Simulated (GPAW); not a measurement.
# InI (indium iodide (ini)), step by step

Aim: a structure relaxation (RPBE/dz(dzp)), then the harmonic vibrations (RPBE/dz(dzp)), then the excited states (TD-RPBE/dzp) of InI (indium iodide (ini)). The job is set up through an ASE script.

The results are computed with GPAW 26.7.0.

3 further runs of the same task are left out: 3 set aside as unsound or not needed. Runs told in other sessions of the task aren't counted.

### 1 Starting point

InI has 2 atoms, charge 0, and is taken as a singlet. As SMILES, `[In][I]`. Geometry: a GFN2-xTB relaxation, a rough one for these elements and not checked as a minimum. The run starts from this shape.

Bond lengths: In1–I2 2.789 Å.

### 2 A structure relaxation at RPBE/dz(dzp) (scalar-relativistic datasets, max step 0.04) (run 1)

Contents of IIn.xyz:

```xyz
2

In     0.000000     0.000000     0.000000
I      0.000000     0.000000     2.789210
```

Contents of IIn_relax.py:

```python
from ase.io import read, write
from ase.optimize import BFGS
from gpaw import GPAW

atoms = read('IIn.xyz')
atoms.set_cell([12.0, 12.0, 12.0])
atoms.center()

calculator = GPAW(mode='lcao',
                  basis='dz(dzp)',
                  h=0.18,
                  xc='RPBE',
                  maxiter=100,
                  symmetry='off',
                  txt='IIn.txt')
atoms.calc = calculator

opt = BFGS(atoms, trajectory='IIn.traj', maxstep=0.04)
converged = opt.run(fmax=0.05, steps=40)
print('Converged:', converged)
print(f'Final energy            {atoms.get_potential_energy():.5f} eV')
print(f'r(I1-In0): {atoms.get_distance(1, 0):.4f} Ang')
write('relaxed.xyz', atoms)
```

Command:

```bash
python IIn_relax.py
```

The program printed:

```text
Step     Time          Energy          fmax
BFGS:    0 hh:mm:ss       -2.759176        0.486692
BFGS:    1 hh:mm:ss       -2.765073        0.392732
BFGS:    2 hh:mm:ss       -2.776822        0.063932
BFGS:    3 hh:mm:ss       -2.777169        0.004176
Converged: True
Final energy            -2.77717 eV
r(I1-In0): 2.8667 Ang
```

IIn.txt:

```text
__  _  _
 | _ |_)|_||  |
 |__||  | ||/\| - 26.7.0

units:  Angstrom and eV
cores:  1
OpenMP: False

Versions:
  Python: 3.12.14
  ASE:    3.29.0
  Numpy:  2.5.5
  Scipy:  1.18.1
  Libxc:  7.0.0

        _gpaw.cpython-312-aarch64-linux-gnu.so

[... 158 lines left out ...]
Reference energy: -353534.380639  # eV
[... 78 lines left out ...]
|   |                                coordinates |     weight |
[... 37 lines left out ...]
- Maximum [total energy] change in last 3 cyles: 0.0005 eV / valence electron
[... 28 lines left out ...]
  Free energy:      -2.776822
[... 68 lines left out ...]
convergence criteria:
[... 14 lines left out ...]
Converged in 5 steps
[... 15 lines left out ...]
dipole moment: (-0.000000, 0.000000, -0.812961)  # |e|*Ang
[... 13 lines left out ...]
Gap: 3.227 eV
Transition (v -> c):
  (s=0, k=0, n=9, [0.00, 0.00, 0.00]) -> (s=0, k=0, n=10, [0.00, 0.00, 0.00])
No difference between direct/indirect transitions
vacuum-level: 0.000  # V

Forces  # eV/Ang
|       x |        y |        z |
|---------|----------|----------|
| 0.00000 |  0.00000 | -0.00127 |  # In   0
| 0.00000 | -0.00000 |  0.00418 |  # I    1

Force computation time: 0.113  # s

timing:  # [seconds]
  Total:  24.407  # ━━━━━━━━━━━━━━━━━━━━━━━━━━━━━━━━━━━━━━━━━━━━━━━━━━━━━━━━━
  Init:    4.838  # ━━━━━━━━━━━╸
  SCF:    16.345  # ━━━━━━━━━━━━━━━━━━━━━━━━━━━━━━━━━━━━━━
  Forces:  0.444  # ━
  Move:    2.679  # ━━━━━━╸
```

Run time: 25 s. Hardware: 1 thread of Arm Neoverse V1, shared host; peak memory 0.73 GiB.

Step by step:

```
step  energy from the first frame kept (eV)  largest force (eV/Å)
   0                                 0.0000                0.4867
   1                                -0.0059                0.3927
   2                                -0.0176                0.0639
   3                                -0.0180                0.0042
```

After the run. Bond lengths: In1–I2 2.867 Å.

### 3 Vibrational wavenumbers at RPBE/dz(dzp) (scalar-relativistic datasets, shape linear) (run 2)

Contents of relaxed.xyz:

```xyz
2
Lattice="12.0 0.0 0.0 0.0 12.0 0.0 0.0 0.0 12.0" Properties=species:S:1:pos:R:3:magmoms:R:1:forces:R:3 free_energy=-2.777169096438184 energy=-2.777169096438184 dipole="-1.5040120915837212e-13 1.504012091583721e-14 -0.8129612601836502" magmom=0.0 pbc="F F F"
In       6.00000000       6.00000000       4.56764840       0.00000000       0.00000000       0.00000000      -0.00127086
I        6.00000000       6.00000000       7.43437774       0.00000000       0.00000000      -0.00000000       0.00417586
```

Contents of calc.py:

```python
from ase.io import read
from ase.thermochemistry import IdealGasThermo
from ase.vibrations import Infrared
from gpaw import GPAW

# Set up the molecule
mol = read('relaxed.xyz')

# Ground state
dft = GPAW(mode='lcao',
           basis='dz(dzp)',
           h=0.18,
           xc='RPBE',
           convergence={'density': 1e-05},
           maxiter=100,
           symmetry='off',
           txt='run.txt')
mol.calc = dft

energy = mol.get_potential_energy()
vib = Infrared(mol, delta=0.02)
vib.run()
vib.summary()
freqs = vib.get_frequencies()
zpe = vib.get_zero_point_energy()
intensities = vib.intensities

thermo = IdealGasThermo(vib_energies=vib.get_energies(), potentialenergy=energy, atoms=mol, geometry='linear',
                        symmetrynumber=1, spin=0.0, ignore_imag_modes=True)
H = thermo.get_enthalpy(1000.0, verbose=False)
S = thermo.get_entropy(1000.0, 100000.0, verbose=False)
G = thermo.get_gibbs_energy(temperature=1000.0, pressure=100000.0)
```

Command:

```bash
python3 -u calc.py | tee calc.out
```

The program printed:

```text
-------------------------------------
 Mode    Frequency        Intensity
  #    meV     cm^-1   (D/Å)^2 amu^-1
-------------------------------------
  0    4.5i     36.2i     0.0166
  1    4.5i     36.2i     0.0166
  2    4.0i     31.9i     0.0140
  3    3.9i     31.8i     0.0143
  4    2.5i     20.5i     0.0000
  5   19.7     158.6      0.5820
-------------------------------------
Zero-point energy: 0.010 eV
Static dipole moment: 3.904 D
Maximum force on atom in `equilibrium`: 0.0061 eV/Å

Enthalpy components at T = 1000.00 K:
===============================
Enthalpy components at T = 1000.00 K:
===============================
E_pot                 -2.777 eV
E_ZPE                  0.010 eV
Cv_trans (0->T)        0.129 eV
Cv_rot (0->T)          0.086 eV
Cv_vib (0->T)          0.077 eV
-------------------------------
U                     -2.475 eV
===============================
(C_v -> C_p)           0.086 eV
-------------------------------
H                     -2.389 eV
===============================

Entropy components at T = 1000.00 K and P = 100000.0 Pa:
=================================================
{"":15s}{"S":13s}     {"T*S:13s}
S_trans (1 bar)    0.0020983 eV/K        2.098 eV
S_rot              0.0009414 eV/K        0.941 eV
S_elec             0.0000000 eV/K        0.000 eV
S_vib              0.0002137 eV/K        0.214 eV
S (1 bar -> P)    -0.0000000 eV/K       -0.000 eV
-------------------------------------------------
S                  0.0032534 eV/K        3.253 eV
=================================================

Free energy components at T = 1000.00 K and P = 100000.0 Pa:
=======================
    H         -2.389 eV
 -T*S         -3.253 eV
-----------------------
    G         -5.642 eV
=======================
```

run.txt:

```text
__  _  _
 | _ |_)|_||  |
 |__||  | ||/\| - 26.7.0

units:  Angstrom and eV
cores:  1
OpenMP: False

Versions:
  Python: 3.12.14
  ASE:    3.29.0
  Numpy:  2.5.5
  Scipy:  1.18.1
  Libxc:  7.0.0

        _gpaw.cpython-312-aarch64-linux-gnu.so

[... 3 lines left out ...]
  convergence={'density': 1e-05},
[... 155 lines left out ...]
Reference energy: -353534.380639  # eV
[... 78 lines left out ...]
|   |                                coordinates |     weight |
[... 33 lines left out ...]
- Maximum [total energy] change in last 3 cyles: 0.0005 eV / valence electron
[... 27 lines left out ...]
  Free energy:      -2.776019
[... 68 lines left out ...]
convergence criteria:
[... 17 lines left out ...]
Converged in 8 steps
[... 15 lines left out ...]
dipole moment: (0.000000, 0.000000, -0.837508)  # |e|*Ang
[... 13 lines left out ...]
Gap: 3.206 eV
Transition (v -> c):
  (s=0, k=0, n=9, [0.00, 0.00, 0.00]) -> (s=0, k=0, n=10, [0.00, 0.00, 0.00])
No difference between direct/indirect transitions
vacuum-level: 0.000  # V

Forces  # eV/Ang
|        x |        y |        z |
|----------|----------|----------|
| -0.00000 | -0.00000 |  0.10339 |  # In   0
| -0.00000 | -0.00000 | -0.10944 |  # I    1

Force computation time: 0.109  # s

timing:  # [seconds]
  Total:  74.179  # ━━━━━━━━━━━━━━━━━━━━━━━━━━━━━━━━━━━━━━━━━━━━━━━━━━━━━━━━━
  Init:    5.154  # ━━━━
  SCF:    57.080  # ━━━━━━━━━━━━━━━━━━━━━━━━━━━━━━━━━━━━━━━━━━━━
  Forces:  1.422  # ━
  Move:   10.383  # ━━━━━━━━
```

It took 75 s on 1 thread of Arm Neoverse V1, shared host; peak memory 0.76 GiB.

### 4 The vertical excitations at TD-RPBE/dzp (scalar-relativistic datasets, restrict set) (run 3)

relaxed.xyz is that of step 3.

Contents of run.py:

```python
from ase.io import read
from ase.units import Hartree
from gpaw import GPAW
from gpaw.lrtddft import LrTDDFT

system = read('relaxed.xyz')

dft = GPAW(mode='lcao',
           legacy_gpaw=True,
           h=0.18,
           basis='dzp',
           nbands='nao',
           maxiter=100,
           symmetry='off',
           xc='RPBE',
           txt='IIn.txt')
system.calc = dft
system.get_potential_energy()

lr = LrTDDFT(dft, restrict={'jend': 19, 'istart': 4}, txt='lr.txt')
lr.diagonalize()
energies = [x.get_energy() * Hartree for x in lr][:6]
strengths = [x.get_oscillator_strength()[0] for x in lr][:6]
for n, (e, f) in enumerate(zip(energies, strengths), 1):
    print(f'{n:3d} {e:8.3f} eV  f = {f:.4f}')
```

Command:

```bash
python3 -u run.py | tee run.out
```

The program printed:

```text
1    3.243 eV  f = 0.0000
  2    3.317 eV  f = 0.0000
  3    3.317 eV  f = 0.0000
  4    3.522 eV  f = 0.0160
  5    3.524 eV  f = 0.0161
  6    3.918 eV  f = 0.0350
```

IIn.txt:

```text
___ ___ ___ _ _ _
 |   |   |_  | | | |
 | | | | | . | | | |
 |__ |  _|___|_____|  26.7.0
 |___|_|

units:  Angstrom and eV
cores:  1
OpenMP: False

Versions:
  Python: 3.12.14
  ASE:    3.29.0
  Numpy:  2.5.5
  Scipy:  1.18.1
  Libxc:  7.0.0

        _gpaw.cpython-312-aarch64-linux-gnu.so

Input parameters:
  basis: dzp
  h: 0.18
  maxiter: 100
  mode: lcao
  nbands: nao
  symmetry: off
  xc: RPBE

System changes: positions, numbers, cell, pbc, initial_charges, initial_magmoms

Initialize ...

species:
  In:
    name:    Indium
    Z:       49.0
    valence: 13
    core:    36
    charge:  0.0  # [|e|]
    file:    In.RPBE.gz
[... 70 lines left out ...]
Convergence criteria:
[... 5 lines left out ...]
 the SCF output indicates the quantity has converged.)
[... 71 lines left out ...]
Bands to converge: occupied
[... 56 lines left out ...]
Dipole moment: (0.000000, 0.000000, -0.735531) |e|*Ang
[... 74 lines left out ...]
Converged after 3 iterations.
[... 13 lines left out ...]
Free energy:     -3.341117
[... 73 lines left out ...]
Memory usage: 857.12 MiB
```

lr.txt:

```text
Kohn-Sham single transitions

KSS 60 transitions (restrict={'jend': 19, 'istart': 4})
KSS TRK sum 5.80768 (4.69996,4.49047,8.23261)
KSS polarisabilities(l=0-3) 5.80768, 122.16, 4873.53, 263776

Linear response TDDFT calculation

[... 258 lines left out ...]
Memory usage: 857.12 MiB
```

Wall time 3 min (1 thread of Arm Neoverse V1, shared host); peak memory 0.84 GiB.

The roots found:

```
excited state  energy (eV)  strength
            1        3.243    0.0000
            2        3.317    0.0000
            3        3.317    0.0000
            4        3.522    0.0160
            5        3.524    0.0161
            6        3.918    0.0350
```

### 5 Summary of results

| quantity | value |
| --- | --- |
| run 1, RPBE/dz(dzp): energy as printed (from the program's reference atoms) | -2.7772 eV |
| run 1, RPBE/dz(dzp): dipole moment | 3.90 D |
| run 1, RPBE/dz(dzp): HOMO energy | -5.52 eV |
| run 1, RPBE/dz(dzp): LUMO energy | -2.30 eV |
| run 1, RPBE/dz(dzp): HOMO–LUMO gap | 3.23 eV |
| run 1, RPBE/dz(dzp): bond length | 2.867 Å |
| run 2, RPBE/dz(dzp): harmonic wavenumber | 159 cm⁻¹ |
| run 2, RPBE/dz(dzp): zero-point energy | 0.9 kJ/mol |
| run 2, RPBE/dz(dzp): ideal-gas entropy at 1000 K and 100000 Pa (symmetry number 1 as used) | 75.0 cal/(mol K) |
| run 3, TD-RPBE/dzp: energy as printed (from the program's reference atoms) | -3.3411 eV |
| run 3, TD-RPBE/dzp: dipole moment (of the density that the program reports) | 3.53 D |
| run 3, TD-RPBE/dzp: HOMO energy (RPBE Kohn–Sham orbitals) | -5.55 eV |
| run 3, TD-RPBE/dzp: LUMO energy (RPBE Kohn–Sham orbitals) | -2.32 eV |
| run 3, TD-RPBE/dzp: HOMO–LUMO gap (RPBE Kohn–Sham orbitals) | 3.23 eV |
| run 3, TD-RPBE/dzp: lowest singlet excitation energy | 3.24 eV |

The optimisation (run 1, RPBE/dz(dzp)) took 3 steps and changed the energy by -0.018 eV. The one mode (run 2, RPBE/dz(dzp)) is real, so the shape is a minimum at this level. The brightest of the 6 transitions from the ground state lies at 3.92 eV (316 nm, f = 0.035); the lowest, at 3.24 eV, has f = 0.000.
